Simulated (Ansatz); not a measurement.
**UBLYP/aug-cc-pVDZ run of CH4FSi (SMILES C[SiH]F)**

What is the electronic atomisation energy of CH4FSi at UBLYP/aug-cc-pVDZ? 

The calculation is run with Ansatz 0.2.0.

45 further runs of the same task are left out: 45 set aside as unsound or not needed.

## Step 1: The system as given

The species is CH4FSi (7 atoms), meant as a doublet with charge 0. As SMILES, `C[SiH]F`. The shape is that of a PBE0-D4/def2-TZVP optimisation.

Bond lengths: C1–Si2 1.864 Å, Si2–F3 1.609 Å, C1–H4 1.091 Å, C1–H5 1.093 Å, C1–H6 1.094 Å, Si2–H7 1.494 Å. Angles: C1–Si2–F3 108.7°, C1–Si2–H7 111.7°, F3–Si2–H7 106.7°, Si2–C1–H4 111.5°, Si2–C1–H5 109.9°, Si2–C1–H6 110.0°, H4–C1–H5 108.4°, H4–C1–H6 108.5°, H5–C1–H6 108.5°.

## Step 2: The energy at UBLYP/aug-cc-pVDZ

Contents of run.yaml:

```yaml
basis:
  gaussian:
    orbitals: aug-cc-pVDZ
crystal:
  periodic: [false, false, false]
  atoms:
    - {symbol: C, position_ang: [-0.653500, 0.389500, -0.298000]}
    - {symbol: Si, position_ang: [0.917400, -0.594100, -0.104100]}
    - {symbol: F, position_ang: [0.640700, -1.812800, 0.909600]}
    - {symbol: H, position_ang: [-1.444900, -0.207800, -0.754100]}
    - {symbol: H, position_ang: [-0.470200, 1.260900, -0.931700]}
    - {symbol: H, position_ang: [-1.000700, 0.738300, 0.679600]}
    - {symbol: H, position_ang: [2.011300, 0.226000, 0.498700]}
magnetization:
  spin_polarized: true
  initial_magnetization: 1
hamiltonian:
  xc: {name: BLYP}
accuracy: high
output:
  orbitals: {seedname: orbitals}
```

Command:

```
$ ansatz run run.yaml --threads 1 --pin off --max-ram 3480MiB --events-out events.jsonl --progress --plain --runs-dir runs
```

Log:

```text
Warning: RAYON_NUM_THREADS=1 ignored (pool sized by the plan → 1); use --threads N
Functional definition: BLYP
  name "BLYP"
  parameter beta = 0.0042
  parameter a = 0.04918
  parameter b = 0.132
  parameter c = 0.2533
  parameter d = 0.349
  exchange = b88_x(beta = beta)
  correlation = lyp_c(a = a, b = b, c = c, d = d)
2190 factors; integrals over basis functions are off by at most 3.6e-9 eV
mean field evaluation 1: about -11684.5645 eV, gradient 5.1e1 eV
mean field evaluation 2: about -11658.9099 eV, gradient 8.2e1 eV
mean field evaluation 4: about -11695.8117 eV, gradient 1.1e1 eV
mean field evaluation 8: about -11696.2312 eV, gradient 7.1e-2 eV
mean field evaluation 16: about -11696.2312 eV, gradient 2.1e-5 eV
mean field -11696.23120048 eV, -429.8285686273 hartree, gradient 7.1e-8 eV, S^2 0.751137; 0 other end points of the search recorded, 0 dependent functions left out
reference -11696.23126298 eV, -429.8285709241 hartree; 17, 16 occupied and 92, 93 virtual orbitals, 2190 factors
Total energy: -11696.23126298 eV, -429.8285709241 hartree
```

It took 15 s on 1 thread of Arm Neoverse V2, shared host; peak memory 0.36 GiB.

## Step 3: The C atom at the same level

Contents of job.yaml:

```yaml
crystal:
  periodic: [false, false, false]
  atoms:
    - {symbol: C, position_ang: [0.000000, 0.000000, 0.000000]}
basis:
  gaussian:
    orbitals: aug-cc-pVDZ
magnetization:
  spin_polarized: true
  initial_magnetization: 2
accuracy: high
hamiltonian:
  xc: {name: BLYP}
```

Run the same way, it converges to -37.84085 Eh (log not shown).

## Step 4: The F atom, same level

Contents of job.yaml:

```yaml
basis:
  gaussian:
    orbitals: aug-cc-pVDZ
crystal:
  periodic: [false, false, false]
  atoms:
    - {symbol: F, position_ang: [0.000000, 0.000000, 0.000000]}
magnetization:
  spin_polarized: true
  initial_magnetization: 1
hamiltonian:
  xc: {name: BLYP}
accuracy: high
```

Command:

```
$ ansatz run job.yaml --threads 1 --pin off --max-ram 3480MiB --events-out events.jsonl --progress --plain --runs-dir runs
```

Log:

```text
Warning: RAYON_NUM_THREADS=1 ignored (pool sized by the plan → 1); use --threads N
Functional definition: BLYP
  name "BLYP"
  parameter beta = 0.0042
  parameter a = 0.04918
  parameter b = 0.132
  parameter c = 0.2533
  parameter d = 0.349
  exchange = b88_x(beta = beta)
  correlation = lyp_c(a = a, b = b, c = c, d = d)
199 factors; integrals over basis functions are off by at most 2.8e-9 eV
mean field evaluation 1: about -2713.6874 eV, gradient 5.7e0 eV
mean field evaluation 2: about -2713.6893 eV, gradient 5.6e0 eV
mean field evaluation 4: about -2713.7854 eV, gradient 8.1e-3 eV
mean field evaluation 8: about -2713.7854 eV, gradient 2.5e-5 eV
mean field evaluation 16: about -2713.7851 eV, gradient 1.5e-1 eV
mean field evaluation 32: about -2713.7854 eV, gradient 4.9e-4 eV
mean field -2713.78539615 eV, -99.7297738387 hartree, gradient 9.1e-8 eV, S^2 0.751272; 2 other end points of the search recorded, 0 dependent functions left out
reference -2713.78542830 eV, -99.7297750201 hartree; 5, 4 occupied and 18, 19 virtual orbitals, 199 factors
Total energy: -2713.78542830 eV, -99.7297750201 hartree
```

It took 0.54 s on 1 thread of Arm Neoverse V2, shared host.

## Step 5: The H atom, same level

Contents of molecule.yaml:

```yaml
crystal:
  periodic: [false, false, false]
  atoms:
    - {symbol: H, position_ang: [0.000000, 0.000000, 0.000000]}
basis:
  gaussian:
    orbitals: aug-cc-pVDZ
magnetization:
  spin_polarized: true
  initial_magnetization: 1
hamiltonian:
  xc: {name: BLYP}
accuracy: high
```

Run the same way, it converges to -0.49701 Eh (log not shown).

## Step 6: The Si atom

Contents of job.yaml:

```yaml
crystal:
  periodic: [false, false, false]
  atoms:
    - {symbol: Si, position_ang: [0.000000, 0.000000, 0.000000]}
basis:
  gaussian:
    orbitals: aug-cc-pVDZ
accuracy: high
magnetization:
  spin_polarized: true
  initial_magnetization: 2
hamiltonian:
  xc: {name: BLYP}
```

Run the same way, it converges to -289.37388 Eh (log not shown).

## Step 7: Summary of results

Level: UBLYP/aug-cc-pVDZ.

| quantity | value |
| --- | --- |
| molecule: total energy | -429.82857 Eh |
| molecule: HOMO energy (highest over α and β) | -4.77 eV |
| molecule: LUMO energy (lowest over α and β) | -3.25 eV |
| molecule: ⟨S²⟩ | 0.751 |
| C atom: total energy | -37.84085 Eh |
| C atom: ⟨S²⟩ | 2.003 |
| F atom: total energy | -99.72978 Eh |
| F atom: ⟨S²⟩ | 0.751 |
| H atom: total energy | -0.49701 Eh |
| H atom: ⟨S²⟩ | 0.750 |
| Si atom: total energy | -289.37388 Eh |
| Si atom: ⟨S²⟩ | 2.003 |
| electronic atomisation energy | 24.382 eV |

Taking the molecule apart into free atoms costs 24.38 eV (2353 kJ/mol), before zero-point energy and without spin-orbit coupling.
